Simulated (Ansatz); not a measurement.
Working through a band structure of HgTe, space group Cmcm

With Ansatz's Python interface.

Notebook, run cell by cell (the value of a cell's last expression is shown):

**Cell 1**
```python
from collections import Counter
import json
import warnings

import ansatz as az
from ase import Atoms
import numpy as np
```

**Cell 2**
```python
warnings.simplefilter('ignore', az.DeckWarning)
```

**Cell 3**
```python
atoms = Atoms(
    ['Hg', 'Hg', 'Te', 'Te'],
    scaled_positions=[
        [0.34305, 0.65695, 0.75],
        [0.65695, 0.34305, 0.25],
        [0.784809, 0.215191, 0.75],
        [0.215191, 0.784809, 0.25],
    ],
    cell=[
        [2.992518, -3.466929, 0.0],
        [2.992518, 3.466929, 0.0],
        [0.0, 0.0, 5.798157],
    ],
    pbc=True,
)
structure = az.Crystal.from_ase(atoms)
```

**Cell 4**
```python
structure.resolved().tree()['lattice']
```
Output:
```text
((2.992518, -3.466929, 0.0), (2.992518, 3.466929, 0.0), (0.0, 0.0, 5.798157))
```

**Cell 5**
```python
# vertices of the path, as fractions of the reciprocal vectors
path = [
    ('G', (0.0, 0.0, 0.0)),
    ('S', (0.0, 0.5, 0.0)),
    ('R', (0.0, 0.5, 0.5)),
    ('Z', (0.0, 0.0, 0.5)),
    ('T', (-0.5, 0.5, 0.5)),
]
setup = (
    structure.calculation()
    .functional(az.Functional.PBESOL)
    .pseudopotentials('paw')
    .basis(550)
    .kpoints(4)
    .occupations('fermi_dirac', width=0.05)
    .band_structure([point for _, point in path], intervals=8)
    .scf(extra_bands=6)
    .band_table()
)
outcome = setup.run(events_out='events.ndjson')
summary = outcome.report
```

**Cell 6**
```python
summary['n_iterations'], summary['closed_by']
```
Output:
```text
(6, 'deck_thresholds')
```

**Cell 7**
```python
outcome.lattice.cell_ang
```
Output:
```text
array([[ 2.992518, -3.466929,  0.      ],
       [ 2.992518,  3.466929,  0.      ],
       [ 0.      ,  0.      ,  5.798157]])
```

**Cell 8**
```python
with open('events.ndjson') as stream:
    kinds = Counter(json.loads(line)['event'] for line in stream)
print('events:', {kind: kinds[kind] for kind in ('scf_iter', 'scf_done', 'notice', 'finished')})
```
Output:
```text
events: {'scf_iter': 6, 'scf_done': 1, 'notice': 2, 'finished': 1}
```

**Cell 9**
```python
print('%-22s %14.5f eV' % ('F = E - TS', summary['free_energy_ev']))
print('%-22s %14.5f eV' % ('E', summary['internal_energy_ev']))
print('%-22s %14.5f eV' % ('Harris-Foulkes', summary['harris_foulkes_ev']))
print('%-22s %14.5f eV' % ('Fermi level', summary['fermi_energy_ev']))

print('band  energy (eV)  occupation (first spin channel), at k =', summary['kpoints_frac'][0])
for band, (e, occ) in enumerate(zip(summary['eigenvalues_ev'][0], summary['occupations'][0]), start=1):
    print(f'{band:4d} {e:12.4f} {occ:9.4f}')
```
Output:
```text
F = E - TS               -41139.06944 eV
E                        -41139.05462 eV
Harris-Foulkes           -41139.06944 eV
Fermi level                  10.05612 eV
band  energy (eV)  occupation (first spin channel), at k = [0.0, 0.0, 0.0]
   1    -104.6083    2.0000
   2    -104.6083    2.0000
   3     -53.0186    2.0000
   4     -53.0186    2.0000
   5     -53.0065    2.0000
   6     -53.0044    2.0000
   7     -52.9810    2.0000
   8     -52.9800    2.0000
   9     -26.5504    2.0000
  10     -26.5498    2.0000
  11     -26.5488    2.0000
  12     -26.5459    2.0000
  13     -26.5019    2.0000
  14     -26.5014    2.0000
  15     -26.4986    2.0000
  16     -26.4972    2.0000
  17     -26.4857    2.0000
  18     -26.4850    2.0000
  19      -1.7862    2.0000
  20      -0.6787    2.0000
  21       3.2569    2.0000
  22       3.3449    2.0000
  23       3.3748    2.0000
  24       3.4256    2.0000
  25       3.4317    2.0000
  26       3.5142    2.0000
  27       3.6018    2.0000
  28       3.6316    2.0000
  29       3.6742    2.0000
  30       4.2558    2.0000
  31       6.1779    2.0000
  32       7.4105    2.0000
  33       7.4456    2.0000
  34       7.5533    2.0000
  35       9.0549    2.0000
  36       9.5928    1.9998
  37       9.6783    1.9990
  38       9.9540    1.7703
  39      14.1211    0.0000
  40      15.1767    0.0000
  41      16.2408    0.0000
  42      16.6491    0.0000
```

**Cell 10**
```python
# band edges over the mesh points; the true edges can lie between them
levels = np.array(summary['eigenvalues_ev'])
filled = round(summary['n_electrons'] / 2)
top, bottom = levels[:, filled - 1], levels[:, filled]
print('top of band', filled, 'at k =', summary['kpoints_frac'][top.argmax()], f'{top.max():.4f} eV')
print('bottom of band', filled + 1, 'at k =', summary['kpoints_frac'][bottom.argmin()], f'{bottom.min():.4f} eV')
print(f'gap by band count {bottom.min() - top.max():.3f} eV, least direct gap {(bottom - top).min():.3f} eV')

bands = outcome.band_structure()
fermi = bands.fermi_energy_ev
print(f'zero of the bands: {fermi:.3f} eV, the Fermi level found on the SCF mesh')
for spin, channel in enumerate(bands.channels):
    levels = channel.eigenvalues_ev - fermi
    crossing = [b for b in range(levels.shape[1]) if levels[:, b].min() < 0 < levels[:, b].max()]
    print(f'channel {spin}: bands that cross the Fermi level on this path:', [b + 1 for b in crossing] or 'none')
    shown = crossing or sorted(np.argsort(np.abs(levels).min(axis=0))[:2])
    for k, row in zip(bands.kpoints_frac, levels[:, shown]):
        print(f'{k[0]:7.3f} {k[1]:7.3f} {k[2]:7.3f}  ', ' '.join(f'{e:8.3f}' for e in row))
```
Output:
```text
top of band 36 at k = [0.25, 0.25, -0.5] 10.4076 eV
bottom of band 37 at k = [-0.5, -0.5, 0.0] 8.3355 eV
gap by band count -2.072 eV, least direct gap 0.034 eV
zero of the bands: 10.056 eV, the Fermi level found on the SCF mesh
channel 0: bands that cross the Fermi level on this path: [35, 36, 37, 38]
  0.000   0.000   0.000     -1.001   -0.463   -0.378   -0.102
  0.000   0.062   0.000     -0.992   -0.472   -0.411    0.079
  0.000   0.125   0.000     -0.968   -0.510   -0.369    0.469
  0.000   0.188   0.000     -0.857   -0.671   -0.166    0.963
  0.000   0.250   0.000     -0.888   -0.650    0.090    1.510
  0.000   0.312   0.000     -1.107   -0.493    0.417    2.042
  0.000   0.375   0.000     -0.993   -0.449    0.813    2.452
  0.000   0.438   0.000     -0.883   -0.484    1.209    2.562
  0.000   0.500   0.000     -0.828   -0.517    1.416    2.456
  0.000   0.500   0.062     -0.823   -0.492    1.439    2.483
  0.000   0.500   0.125     -0.807   -0.420    1.507    2.539
  0.000   0.500   0.187     -0.768   -0.319    1.618    2.501
  0.000   0.500   0.250     -0.593   -0.202    1.758    2.373
  0.000   0.500   0.312     -0.207   -0.083    1.873    2.231
  0.000   0.500   0.375      0.035    0.102    1.889    2.099
  0.000   0.500   0.437      0.151    0.248    1.866    1.984
  0.000   0.500   0.500      0.241    0.241    1.898    1.898
  0.000   0.438   0.500      0.188    0.188    1.887    1.887
  0.000   0.375   0.500      0.033    0.033    1.858    1.858
  0.000   0.312   0.500     -0.205   -0.205    1.806    1.806
  0.000   0.250   0.500     -0.497   -0.497    1.720    1.720
  0.000   0.187   0.500     -0.803   -0.803    1.614    1.614
  0.000   0.125   0.500     -1.056   -1.056    1.515    1.515
  0.000   0.062   0.500     -1.196   -1.196    1.447    1.447
  0.000   0.000   0.500     -1.237   -1.237    1.423    1.423
 -0.062   0.062   0.500     -1.081   -1.081    1.422    1.422
 -0.125   0.125   0.500     -0.767   -0.767    1.404    1.404
 -0.187   0.187   0.500     -0.638   -0.638    1.392    1.392
 -0.250   0.250   0.500     -0.965   -0.965    1.515    1.515
 -0.312   0.312   0.500     -1.608   -1.608    1.725    1.725
 -0.375   0.375   0.500     -2.304   -2.304    1.910    1.910
 -0.437   0.437   0.500     -2.869   -2.869    2.027    2.027
 -0.500   0.500   0.500     -2.926   -2.926    2.066    2.066
```

Caveats:
- Absolute energies stand on the zero of these potentials, so only differences at equal settings mean something. A total without «per atom» is that of the whole cell that was run.
- The computed bands are complete only to about 4.6 eV above the Fermi level.
- For a metal this k-point mesh is coarse: on a finer one energies can move by several to tens of meV an atom and pressures by half a GPa or more, differences at one mesh by less.
- The zero of the levels is a convention of the potentials, so an absolute Fermi energy is no work function.
- A gap by band count of zero or less means overlapping bands, a metal.
- This cell is a computed structure, which may not be the phase found in nature.
- Levels are Kohn-Sham eigenvalues on this mesh, without spin-orbit coupling.
- Timing: 14 s on 1 thread of Arm Neoverse V2, on a shared host, peak memory 0.5 GiB.
